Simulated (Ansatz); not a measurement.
# CuIrSe2 (NaFeO2 type): one cell under locks on the spin (series 3), part 2 of 2

Task: run CuIrSe2 (NaFeO2 type) at one cell with the spin set up in several ways. Cell and atoms stay fixed. The cell was built by placing the elements on the sites of a structure type; the runs don't test whether it is the stable form.

Ansatz 0.2.0; DFT LDA+U (U_eff = 2 eV on Ir d, around-mean-field double counting), plane waves, PAW, no spin–orbit coupling unless a run says so. The steps go on from the part before.

## (3) Total moment locked, 3.00 μB per cell

input.yaml

```yaml
crystal:
  lattice:
    - [1.90842244, 1.10182821, 6.92830171]
    - [-1.90842244, 1.10182821, 6.92830171]
    - [0.0, -2.20365642, 6.92830171]
  atoms:
    - { symbol: Cu, position: [0.5, 0.5, 0.5] }
    - { symbol: Ir, position: [0.0, 0.0, 0.0], spin: 3.0 }
    - { symbol: Se, position: [0.2667, 0.2667, 0.2667] }
    - { symbol: Se, position: [0.7333, 0.7333, 0.7333] }
basis:
  ecutwfc: 420
  ecutrho_ratio: 4
kpoints:
  mp_grid: { grid: [6, 6, 6] }
hamiltonian:
  xc: lda
  hubbard:
    sites:
      - { site: 1, l: d, u_eff: 2.0, starting_ns: [{ spin: up, occupation_matrix: s1up }, { spin: down, occupation_matrix: s1down }] }
    double_counting: amf
    occupation_matrices:
      s1up:
        matrix:
          - [0.97, 0.0, 0.0, 0.0, 0.0]
          - [0.0, 0.97, 0.0, 0.0, 0.0]
          - [0.0, 0.0, 0.97, 0.0, 0.0]
          - [0.0, 0.0, 0.0, 0.97, 0.0]
          - [0.0, 0.0, 0.0, 0.0, 0.97]
      s1down:
        matrix:
          - [0.97, 0.0, 0.0, 0.0, 0.0]
          - [0.0, 0.02, 0.0, 0.0, 0.0]
          - [0.0, 0.0, 0.02, 0.0, 0.0]
          - [0.0, 0.0, 0.0, 0.02, 0.0]
          - [0.0, 0.0, 0.0, 0.0, 0.02]
    ns_hold: { iters: 8 }
scf:
  occupations: { method: gaussian, width: 0.05 }
  lower_state_search: "off"
  max_iter: 150
output:
  forces: true
  stress: true
  eigenvalues: true
  populations: true
  hubbard: { sites: [{ site: 1, l: d }] }
magnetization:
  spin_polarized: true
  initial_magnetization: 3.0
  spin_locking: { lock_magnetization: hard }
```

The typed matrices put 0.97 on the chosen orbitals and 0.02 on the others, and are held for 8 cycles. The lock stays on to the end, so the result is a constrained state.

On the command line:

```bash
$ ansatz run input.yaml --threads 2 --pin off --max-ram 3072MiB --backend cpu --events-out ev --progress --plain --runs-dir out
```

Log, shortened:

```text
Warning: output.stress: scf.convergence.dr2_threshold = 1e-7 eV (the SCF's general default) is looser than the 4e-10 eV advised for a printed stress (1e-10 eV for each atom of the cell: 4). What an SCF threshold leaves in a stress goes as its square root, and in the free energy as the [...]
Warning: RAYON_NUM_THREADS=2 ignored (pool sized by the plan → 2); use --threads N
[...]
Cu: projections on atomic orbitals take those of the free atom [Ne] 3s2 3p6 3d10 4s1, of charge +0.00 (hamiltonian.pseudopotentials.projection_atoms); the dataset's partial waves leave at most 2.0e-6 of an orbital's norm unspanned inside its sphere
Ir: projections on atomic orbitals take those of the free atom [Kr 4d10 4f14] 5s2 5p6 5d7 6s2, of charge +0.00 (hamiltonian.pseudopotentials.projection_atoms); the dataset's partial waves leave at most 8.4e-5 of an orbital's norm unspanned inside its sphere
Se: projections on atomic orbitals take those of the free atom [Ar] 3d10 4s2 4p4, of charge +0.00 (hamiltonian.pseudopotentials.projection_atoms); the dataset's partial waves leave at most 2.3e-6 of an orbital's norm unspanned inside its sphere
[...]
Pseudopotentials: kind: paw
[...]
WARN: hamiltonian.hubbard: on 1 of 2 specified blocks the occupation matrix of this SCF's result fails the test of the specified filling. At site 1 ↓ (sites count from 0 in the list of atoms of the cell that this SCF solves) the least filled combination of the orbitals specified full has [...]
      -11.507966       0.000000      -0.000000
        0.000000     -11.507966      -0.000000
       -0.000000      -0.000000     -11.621163
  P = ⅓ Tr σ = -11.5457 GPa (-115.457 kbar)
--- Band table (eV; the first three rows and the last of 64) ---
[...]
Occupation matrices written to <dir>
--- Löwdin populations: 4 sites ---
  site symbol       q [e]    m [muB]
     0     Cu     18.6497     0.5554
     1     Ir     16.5657     1.2351
     2     Se     16.2504     0.5523
     3     Se     16.2504     0.5523
  spilling = 0.004173 (of n_electrons = 68.000000)
--- Occupation matrices: 1 shell (run DFT+U table (all-electron-ortho-atomic); ε = 2.00e-4) ---
  Ir1 d_5D: site group D3d (-3m)
  Ir1 d_5D up     Tr n = 4.5132  λ = 0.790 0.790 0.977 0.977 0.978  [2× xz 0.32 (Eg 1.00) Eg(1.00) | 2× x2-y2 0.32 (T2g 1.00) Eg(1.00) | z2 1.00 (T2g 1.00) A1g(1.00)]
  Ir1 d_5D dn     Tr n = 3.3149  λ = 0.515 0.515 0.729 0.729 0.828  [2× xz 0.34 (Eg 1.00) Eg(1.00) | 2× x2-y2 0.34 (T2g 1.00) Eg(1.00) | z2 1.00 (T2g 1.00) A1g(1.00)]
  specified occupation → Ir1 d_5D up: matrix, ‖Δ‖_F = 0.2547, Tr Δ = +0.3368, displaced = 0.1913, d_λ = 0.2547; orbital distance = 0.0000
  specified occupation → Ir1 d_5D dn: matrix, ‖Δ‖_F = 1.2308, Tr Δ = -2.2649, displaced = 1.2748, d_λ = 1.2308; orbital distance = 0.0000
  Tr n, λ and their labels are of the run-group-symmetrised matrices; stabiliser: 12 of 24 elements of G0×{1,Θ} (closed), max defect 2.7e-15 at τ = 4.2e-5
```

It took 9.3 s on 2 threads of Intel Xeon 6975P-C (Granite Rapids), shared host; peak memory 0.61 GiB.

It ends with no gap, pressure -11.5 GPa, moments in spheres Cu 0.48; Ir 1.13; Se 0.33 μB, largest force component 0.01 eV/Å, 12 symmetry operations imposed. The program reports that the typed filling wasn't kept.

The shells' filling, with natural orbitals sorted by occupation:

```tsv
shell	channel	electrons	over 0.8	0.2 to 0.8	under 0.2
Ir 5d (atom 2)	up	4.51	3	2	0
Ir 5d (atom 2)	down	3.31	1	4	0
```

## (4) Total moment locked, 3.60 μB per cell

Edit input.yaml of step 3 so:

```diff
@@ -7,3 +7,3 @@
     - { symbol: Cu, position: [0.5, 0.5, 0.5] }
-    - { symbol: Ir, position: [0.0, 0.0, 0.0], spin: 3.0 }
+    - { symbol: Ir, position: [0.0, 0.0, 0.0], spin: 3.6 }
     - { symbol: Se, position: [0.2667, 0.2667, 0.2667] }
@@ -49,3 +49,3 @@
   spin_polarized: true
-  initial_magnetization: 3.0
+  initial_magnetization: 3.6
   spin_locking: { lock_magnetization: hard }
```

The typed matrices put 0.97 on the chosen orbitals and 0.02 on the others, and are held for 8 cycles. The lock stays on to the end, so the result is a constrained state.

On the command line:

```bash
$ ansatz run input.yaml --threads 2 --pin off --max-ram 3072MiB --backend cpu --events-out ev --progress --plain --runs-dir out
```

Log:

```text
Warning: output.stress: scf.convergence.dr2_threshold = 1e-7 eV (the SCF's general default) is looser than the 4e-10 eV advised for a printed stress (1e-10 eV for each atom of the cell: 4). What an SCF threshold leaves in a stress goes as its square root, and in the free energy as the threshold itself, and one threshold admits the most on a small cell: of the crystals measured, under no hybrid functional and no lock of the moments, on runs that ended without the residual-converged pass, on stresses that held no estimate of that error, the worst erred by over 100 MPa in a component at 1e-7 eV an atom and by under 5 at 1e-10. Set scf.convergence.dr2_threshold to 4e-10 eV or tighter. The threshold is an SCF's pass mark: one that does not reach it within its budget of iterations ends unconverged, or closes short of it on a stop that the run arms, and scf.convergence.dr2_threshold's page says what that costs each kind of run
Warning: RAYON_NUM_THREADS=2 ignored (pool sized by the plan → 2); use --threads N
basis.fft_grid_basis auto: the FFT boxes are laid along the combinations [[1, 0, -1], [0, 1, -1], [0, 0, 1]] of the cell's own vectors, 3.817, 3.817 and 7.270 Å long. The dense box has 27×27×50 points. Along the cell's own vectors, as sized, it would have 50×50×50, 3.43 times as many. Of the 12 symmetry operations that the crystal satisfies within crystal.symmetry.tolerance (time reversal apart; of a slab, those that keep its plane) the dense box along the cell's own vectors carries 12, and the one as laid loses 8 of those. basis.fft_grid_basis: typed keeps the cell's own vectors: state it where this run's energies or levels are differenced outside the engine with another run's, or held beside a run that keeps those vectors.
Cu: projections on atomic orbitals take those of the free atom [Ne] 3s2 3p6 3d10 4s1, of charge +0.00 (hamiltonian.pseudopotentials.projection_atoms); the dataset's partial waves leave at most 2.0e-6 of an orbital's norm unspanned inside its sphere
Ir: projections on atomic orbitals take those of the free atom [Kr 4d10 4f14] 5s2 5p6 5d7 6s2, of charge +0.00 (hamiltonian.pseudopotentials.projection_atoms); the dataset's partial waves leave at most 8.4e-5 of an orbital's norm unspanned inside its sphere
Se: projections on atomic orbitals take those of the free atom [Ar] 3d10 4s2 4p4, of charge +0.00 (hamiltonian.pseudopotentials.projection_atoms); the dataset's partial waves leave at most 2.3e-6 of an orbital's norm unspanned inside its sphere
[... 8 set-up lines as earlier in the session ...]
Crystal: 4 atoms, lattice volume = 87.411 Å³
Basis set: ecut = 420 eV, 1697 PW (Γ), FFT grids on a1−a3, a2−a3, a3
Bands: 43, of which v1, the nominal top of the filled ones, is band 34 counted from 1 (33 counted from 0)
[... 2 set-up lines as earlier in the session ...]
Magnetic group: BNS 166.97 (UNI 1327), of the structure as read, at distance tolerance 4.4e-5 Å
k-points: 32 of 216
[... 11 set-up lines as earlier in the session ...]
Starting moments: Σ|m| = 3.6 μB on 1 of 4 sites
[... 2 set-up lines as earlier in the session ...]
SCF iter   1: F=—  HF=-28981.726231 eV  |F-HF|=—  |Δ(HF+E_count)|=         —  Δρ=6.34e-2 (↑6.34e-2 ↓4.44e-2)  dr2=7.83e0  dr2_m=1.78e0  M=3.600 μB ∫|m|=3.618 μB  β_m=0.30  ethr=3.10e-3  ⟨swp⟩=6.1  Hψ=9696  notcnv=0  defer=2
preconditioner: auto → Kerker (q_TF=auto, 2.616 Å⁻¹)  [metal: Δε(μ)=0.027 eV  Ē_g=8.755 eV  σ=0.050 eV  W_gap=0.29  n_scr=28 (ndim 8)  ℏωp=22.5 eV  f_vac=0.040  D(μ)=4.19/eV (n_scr^D=36)]
spin=Collinear: Kerker preconditioning applied to the charge; magnetization (m = ρ↑ − ρ↓) channel mixes plain (no charge-response kernel on spin).
SCF iter   2: F=—  HF=-28981.303364 eV  |F-HF|=—  |Δ(HF+E_count)|=   4.23e-1  Δρ=4.06e-2 (↑4.06e-2 ↓3.71e-2)  dr2=2.11e0  dr2_m=1.07e0  M=3.600 μB ∫|m|=3.628 μB  β_m=0.50  ethr=3.10e-3  ⟨swp⟩=2.0  Hψ=3991  notcnv=0  defer=216
SCF iter   3: F=—  HF=-28981.423167 eV  |F-HF|=—  |Δ(HF+E_count)|=   1.20e-1  Δρ=1.88e-2 (↑1.88e-2 ↓1.82e-2)  dr2=1.06e0  dr2_m=1.31e-1  M=3.600 μB ∫|m|=3.636 μB  β_m=0.48  ethr=3.10e-3  ⟨swp⟩=2.0  Hψ=3995  notcnv=0  defer=216
SCF iter   4: F=—  HF=-28981.541357 eV  |F-HF|=—  |Δ(HF+E_count)|=   1.18e-1  Δρ=7.58e-2 (↑7.28e-3 ↓7.58e-2)  dr2=5.94e0  dr2_m=1.01e0  M=3.600 μB ∫|m|=3.639 μB  β_m=0.47  ethr=1.55e-3  ⟨swp⟩=2.4  Hψ=4205  notcnv=0  defer=213  recentre
SCF iter   5: F=—  HF=-28981.335083 eV  |F-HF|=—  |Δ(HF+E_count)|=   2.06e-1  Δρ=9.28e-3 (↑3.21e-3 ↓9.28e-3)  dr2=8.23e-2  dr2_m=1.75e-2  M=3.600 μB ∫|m|=3.640 μB  β_m=0.54  ethr=1.55e-3  ⟨swp⟩=2.0  Hψ=4027  notcnv=0  defer=209
SCF iter   6: F=—  HF=-28981.323557 eV  |F-HF|=—  |Δ(HF+E_count)|=   1.15e-2  Δρ=2.06e-3 (↑1.34e-3 ↓2.06e-3)  dr2=2.28e-2  dr2_m=7.59e-4  M=3.600 μB ∫|m|=3.640 μB  β_m=0.75  ethr=1.21e-4  ⟨swp⟩=2.0  Hψ=3324  notcnv=0  defer=209
SCF iter   7: F=—  HF=-28981.323283 eV  |F-HF|=—  |Δ(HF+E_count)|=   2.74e-4  Δρ=8.32e-3 (↑1.08e-3 ↓8.32e-3)  dr2=1.01e-1  dr2_m=1.12e-2  M=3.600 μB ∫|m|=3.640 μB  β_m=0.72  ethr=3.36e-5  ⟨swp⟩=2.0  Hψ=3607  notcnv=0  defer=209  recentre
SCF iter   8: F=—  HF=-28981.319710 eV  |F-HF|=—  |Δ(HF+E_count)|=   3.57e-3  Δρ=3.13e-3 (↑3.41e-4 ↓3.13e-3)  dr2=1.31e-2  dr2_m=1.62e-3  M=3.600 μB ∫|m|=3.641 μB  β_m=0.56  ethr=3.36e-5  ⟨swp⟩=1.1  Hψ=2863  notcnv=0  defer=209
SCF iter   9: F=—  HF=-28981.319519 eV  |F-HF|=—  |Δ(HF+E_count)|=   1.91e-4  Δρ=3.53e-3 (↑2.12e-4 ↓3.53e-3)  dr2=1.53e-2  dr2_m=2.30e-3  M=3.600 μB ∫|m|=3.641 μB  β_m=0.56  ethr=1.92e-5  ⟨swp⟩=1.0  Hψ=2589  notcnv=0  defer=209
Mixer restart at iter 9: flushing history
[... 5 lines left out ...]
SCF iter  15: F=—  HF=-28981.641324 eV  |F-HF|=—  |Δ(HF+E_count)|=   8.30e-3  Δρ=2.44e-3 (↑4.75e-4 ↓2.44e-3)  dr2=6.23e-3  dr2_m=8.50e-4  M=3.600 μB ∫|m|=3.645 μB  β_m=0.89  ethr=5.53e-6  ⟨swp⟩=2.1  Hψ=5143  notcnv=0  defer=213
SCF iter  16: F=—  HF=-28981.641301 eV  |F-HF|=—  |Δ(HF+E_count)|=   2.38e-5  Δρ=8.09e-4 (↑2.87e-4 ↓8.09e-4)  dr2=8.06e-4  dr2_m=7.30e-5  M=3.600 μB ∫|m|=3.645 μB  β_m=0.89  ethr=5.53e-6  ⟨swp⟩=2.4  Hψ=4539  notcnv=0  defer=214
SCF iter  17: F=—  HF=-28981.641343 eV  |F-HF|=—  |Δ(HF+E_count)|=   4.25e-5  Δρ=8.69e-4 (↑2.21e-4 ↓8.69e-4)  dr2=1.18e-3  dr2_m=8.86e-5  M=3.600 μB ∫|m|=3.645 μB  β_m=0.84  ethr=1.19e-6  ⟨swp⟩=2.0  Hψ=3304  notcnv=0  defer=214
SCF iter  18: F=—  HF=-28981.641261 eV  |F-HF|=—  |Δ(HF+E_count)|=   8.26e-5  Δρ=2.67e-4 (↑5.61e-5 ↓2.67e-4)  dr2=1.62e-4  dr2_m=1.05e-5  M=3.600 μB ∫|m|=3.645 μB  β_m=0.70  ethr=1.19e-6  ⟨swp⟩=1.1  Hψ=2712  notcnv=0  defer=214
SCF iter  19: F=—  HF=-28981.641262 eV  |F-HF|=—  |Δ(HF+E_count)|=   1.32e-6  Δρ=1.30e-4 (↑2.80e-5 ↓1.30e-4)  dr2=1.62e-5  dr2_m=2.33e-6  M=3.600 μB ∫|m|=3.645 μB  β_m=0.85  ethr=2.38e-7  ⟨swp⟩=1.8  Hψ=3160  notcnv=0  defer=214
SCF iter  20: F=—  HF=-28981.641254 eV  |F-HF|=—  |Δ(HF+E_count)|=   7.59e-6  Δρ=2.56e-5 (↑1.03e-5 ↓2.56e-5)  dr2=3.47e-6  dr2_m=9.07e-8  M=3.600 μB ∫|m|=3.645 μB  β_m=0.87  ethr=2.38e-8  ⟨swp⟩=2.2  Hψ=3871  notcnv=0  defer=214
SCF iter  21: F=—  HF=-28981.641255 eV  |F-HF|=—  |Δ(HF+E_count)|=   7.90e-7  Δρ=1.02e-4 (↑2.68e-5 ↓1.02e-4)  dr2=1.34e-5  dr2_m=1.20e-6  M=3.600 μB ∫|m|=3.645 μB  β_m=0.60  ethr=5.11e-9  ⟨swp⟩=2.2  Hψ=3570  notcnv=0  defer=214  recentre
SCF iter  22: F=—  HF=-28981.641254 eV  |F-HF|=—  |Δ(HF+E_count)|=   1.02e-6  Δρ=1.88e-5 (↑3.80e-6 ↓1.88e-5)  dr2=7.50e-7  dr2_m=6.36e-8  M=3.600 μB ∫|m|=3.645 μB  β_m=0.80  ethr=5.11e-9  ⟨swp⟩=2.0  Hψ=3019  notcnv=0  defer=214
SCF iter  23: F=—  HF=-28981.641254 eV  |F-HF|=—  |Δ(HF+E_count)|=   2.81e-8  Δρ=8.47e-6 (↑2.17e-6 ↓8.47e-6)  dr2=1.11e-7  dr2_m=8.38e-9  M=3.600 μB ∫|m|=3.645 μB  β_m=0.87  ethr=1.10e-9  ⟨swp⟩=1.0  Hψ=2541  notcnv=0  defer=214
SCF iter  24: F=-28981.641254 eV  HF=-28981.641254 eV  |F-HF|=4.69e-10  |Δ(HF+E_count)|=   7.00e-9  Δρ=6.51e-7 (↑3.72e-7 ↓6.51e-7)  dr2=9.55e-10  dr2_m=1.13e-10  M=3.600 μB ∫|m|=3.645 μB  ethr=1.47e-10  ⟨swp⟩=8.5  Hψ=10326  notcnv=0
WARN: hamiltonian.hubbard: on 1 of 2 specified blocks the occupation matrix of this SCF's result fails the test of the specified filling. At site 1 ↓ (sites count from 0 in the list of atoms of the cell that this SCF solves) the least filled combination of the orbitals specified full has occupation 0.740, and the fullest combination of the orbitals specified empty has occupation 0.690; the filling counts as kept where the first is at least 0.75 and exceeds the second by more than 0.25. The state of this SCF's result may not hold the specified filling, though these bounds can also misjudge a state that does. This warning does not say which state is lower in energy, or whether the specified filling is a self-consistent state at all; see hamiltonian.hubbard.sites[].starting_ns, Limitations, and scf.initial_density.shell_occupations in the input reference
SCF 1 converged in 24 iterations: F = -28981.641254 eV  dr2 = 9.55e-10
SCF converged after 24 iterations
Stability checked in part: among states of this total moment the steps that led to this state did not find it unstable. No probe was made; neither looks for a lower state of another moment (fixed_total_moment; see scf.lower_state_search)
Magnetization: 3.6000 μB (35.8000 up, 32.2000 down)
Absolute magnetization: 3.6021 μB (∫|ρ↑−ρ↓|, with the PAW one-centre terms)
Spin contamination: 0.0024 ħ² per cell (⟨S²⟩ above its minimum at these occupations)
Per-site moments (μB) at R_I (Å): [(0.533252205689557, 1.2497528089101255), (1.393583445767144, 1.0736287535866207), (0.40428301663214705, 1.0736287535866211), (0.40428301663214616, 1.0736287535866207)]
Free energy (F): -28981.641254 eV
Harris-Foulkes:  -28981.641254 eV  (|F-HF|=4.69e-10)
Internal energy: -28981.636417 eV  (E = F + TS)
E sigma→0 (E₀):  -28981.638836 eV
Entropy (-TS):   -0.004837 eV (-1.209 meV/atom)
Fermi energy:    10.364968 (↑ 11.684523, ↓ 9.045413) eV
--- Per-component energies (eV) ---
  E_band       = -1515.976658
  E_kinetic    = 1155.050630
  E_local      = -11560.884904  (includes V_loc(G=0)·N_el)
  E_nonlocal   = -687.948772
  E_hartree    = 5233.514862
  E_xc         = -554.677809
  E_vxc        = -602.039135  (∫ρ·V_xc dr)
  E_hubbard    = -0.065911  (on-site DFT+U / exact-exchange correction)
  E_vhub       = -0.131824  (the Hubbard potential's part of the band-sum identity)
  E_paw        = -14213.452227  (= ΣΔE_a)
  E_vpaw       = -287.051955  (= ΣTr[D̂ρ^β])
  E_aug_tail   = -0.000947  (compensation charges beyond the density's cutoff)
  E_ewald      = -8358.467327
  E_core_change = 5.295987  (= ΣΔE_core)
  E_smearing   = -0.004837  (= −TS)
  E_closure    = -0.000000  (closes the sum)
  Σ components = -28981.641254   (vs F -28981.641254, Δ=0.00e0)
DFT+U double counting: amf (around mean field; hamiltonian.hubbard.double_counting)
--- Specified on-site occupations, and those of the state reported ---
  electrons in the specified blocks: 5.9000 specified, 7.7906 found
  site 1 (l=d) ↓: largest change of an orbital's occupation 0.6704; electrons 1.0500 specified, 3.1550 found; spectral distance 1.2024
  site 1 (l=d) ↑: largest change of an orbital's occupation 0.1221; electrons 4.8500 specified, 4.6356 found; spectral distance 0.1735
--- Forces (eV/Å), atoms counted from 1 ---
  atom   1  Cu     0.00000000     0.00000000     0.00000000
  atom   2  Ir     0.00000000     0.00000000    -0.00000000
  atom   3  Se    -0.00000000     0.00000000    -0.38639568
  atom   4  Se     0.00000000     0.00000000     0.38639568
  max |Σ_I F_I| component: 5.78e-19 eV/Å
--- Stress (GPa, compression-positive) ---
       -9.261850       0.000000      -0.000000
       -0.000000      -9.261850      -0.000000
       -0.000000      -0.000000     -10.522777
  P = ⅓ Tr σ = -9.6822 GPa (-96.822 kbar)
--- Band table (eV; the first three rows and the last of 64) ---
  k-point 0 ↑: bands = ["-100.9388", "-82.3261", "-58.7927", "-58.7927", "-58.7475", "-39.2462", "-39.2462", "-39.1465", "-38.2006", "-38.2006", "-38.1960", "-38.1960", "-38.1953", "-38.1953", "-38.1940", "-38.1929", "-38.1924", "-38.1924", "-4.4956", "-3.1425", "3.6742", "5.1402", "5.1402", "7.3835", "7.3835", "7.6981", "7.9206", "7.9206", "8.1387", "8.1387", "8.2823", "8.3156", "8.9597", "8.9597", "10.2189", "12.1649", "12.1649", "13.9609", "16.5702", "16.5702", "16.5786", "18.4245", "19.6348"]
  k-point 1 ↑: bands = ["-100.9389", "-82.3261", "-58.7928", "-58.7927", "-58.7475", "-39.2476", "-39.2468", "-39.1472", "-38.2005", "-38.1993", "-38.1964", "-38.1962", "-38.1952", "-38.1952", "-38.1941", "-38.1938", "-38.1929", "-38.1923", "-4.2503", "-3.1280", "4.0235", "4.9547", "5.2863", "6.4469", "7.0513", "7.5786", "7.7169", "7.9296", "8.0887", "8.1415", "8.1443", "8.4220", "8.9716", "9.1955", "10.4239", "11.7669", "12.0231", "14.6114", "15.8556", "17.2426", "17.4290", "17.5019", "18.5213"]
  k-point 2 ↑: bands = ["-100.9389", "-82.3260", "-58.7929", "-58.7928", "-58.7475", "-39.2506", "-39.2482", "-39.1485", "-38.2003", "-38.1991", "-38.1965", "-38.1963", "-38.1957", "-38.1950", "-38.1946", "-38.1937", "-38.1929", "-38.1922", "-3.6717", "-3.1089", "4.2287", "4.9649", "5.3232", "5.4802", "6.8890", "7.0228", "7.6824", "7.9459", "8.0149", "8.1176", "8.1848", "8.4557", "8.6886", "8.9460", "10.1526", "11.5144", "12.9584", "13.5977", "14.7651", "16.0026", "17.8697", "18.4016", "18.7581"]
  k-point 31 ↓: bands = ["-100.6360", "-81.5940", "-58.4846", "-58.4846", "-58.4562", "-38.3896", "-38.3896", "-38.2772", "-38.1130", "-38.1130", "-38.1090", "-38.1090", "-38.1090", "-38.1090", "-38.1061", "-38.1005", "-38.0836", "-38.0836", "-3.9676", "-2.7866", "4.9615", "5.8757", "5.8757", "6.5500", "8.1370", "8.1370", "8.2725", "8.2725", "8.3570", "8.4035", "8.4035", "9.1448", "9.7201", "9.7201", "12.6980", "12.6980", "13.1718", "14.0426", "14.8669", "17.9472", "17.9472", "19.0981", "19.0981"]
Occupation matrices written to <dir>
--- Löwdin populations: 4 sites ---
  site symbol       q [e]    m [muB]
     0     Cu     18.6184     0.6044
     1     Ir     16.5333     1.5250
     2     Se     16.2721     0.6703
     3     Se     16.2721     0.6703
  spilling = 0.004472 (of n_electrons = 68.000000)
--- Occupation matrices: 1 shell (run DFT+U table (all-electron-ortho-atomic); ε = 9.44e-4) ---
  Ir1 d_5D: site group D3d (-3m)
  Ir1 d_5D up     Tr n = 4.6356  λ = 0.848 0.848 0.980 0.980 0.981  [2× xz 0.30 (Eg 1.00) Eg(1.00) | 2× x2-y2 0.30 (T2g 1.00) Eg(1.00) | z2 1.00 (T2g 1.00) A1g(1.00)]
  Ir1 d_5D dn     Tr n = 3.1550  λ = 0.517 0.517 0.690 0.690 0.740  [2× xz 0.34 (Eg 1.00) Eg(1.00) | 2× x2-y2 0.34 (T2g 1.00) Eg(1.00) | z2 1.00 (T2g 1.00) A1g(1.00)]
  specified occupation → Ir1 d_5D up: matrix, ‖Δ‖_F = 0.1735, Tr Δ = +0.2144, displaced = 0.1369, d_λ = 0.1735; orbital distance = 0.0000
  specified occupation → Ir1 d_5D dn: matrix, ‖Δ‖_F = 1.2024, Tr Δ = -2.1050, displaced = 1.2823, d_λ = 1.2024; orbital distance = 0.0000
  Tr n, λ and their labels are of the run-group-symmetrised matrices; stabiliser: 12 of 24 elements of G0×{1,Θ} (closed), max defect 2.7e-15 at τ = 2.0e-4
```

Wall time 8.5 s (2 threads of Intel Xeon 6975P-C (Granite Rapids), shared host); peak memory 0.63 GiB.

It ends with no gap, pressure -9.7 GPa, moments in spheres Cu 0.53; Ir 1.39; Se 0.40 μB, largest force component 0.39 eV/Å, 12 symmetry operations imposed. The program reports that the typed filling wasn't kept.

The shells' filling, with natural orbitals sorted by occupation:

```tsv
shell	channel	electrons	over 0.8	0.2 to 0.8	under 0.2
Ir 5d (atom 2)	up	4.64	5	0	0
Ir 5d (atom 2)	down	3.16	0	5	0
```

## (5) The states in order of energy

This closing draws on all 2 parts.

Energies count from the lowest free state and have the smearing extrapolated to zero.

| start | energy (meV/atom) | gap (eV) | pressure (GPa) | largest moment (μB) | SCF cycles | time |
| --- | --- | --- | --- | --- | --- | --- |
| ferromagnetic start, free, symmetry kept, no search (earlier series) | 0.0 | 0.32 | -15.9 | 0.00 | 18 | 8.3 s |
| total moment locked, 3.00 μB per cell [held] | 525.1 | metal | -11.5 | 1.13 | 24 | 9.3 s |
| total moment locked, 3.60 μB per cell [held] | 711.9 | metal | -9.7 | 1.39 | 24 | 8.5 s |
| total moment locked, 4.40 μB per cell [held] | 988.1 | metal | -6.5 | 1.72 | 23 | 7.8 s |

The one free run gives the zero. The cheapest of the held states, «total moment locked, 3.00 μB per cell», lies +525 meV/atom from the lowest free state; part of that can come from another filling of the orbitals. Around-mean-field double counting penalises high spin, so low-spin or metallic winners can come from that choice. The lowest state found need not be the ground state, and the geometry wasn't relaxed for any of them. Spin–orbit coupling is left out.
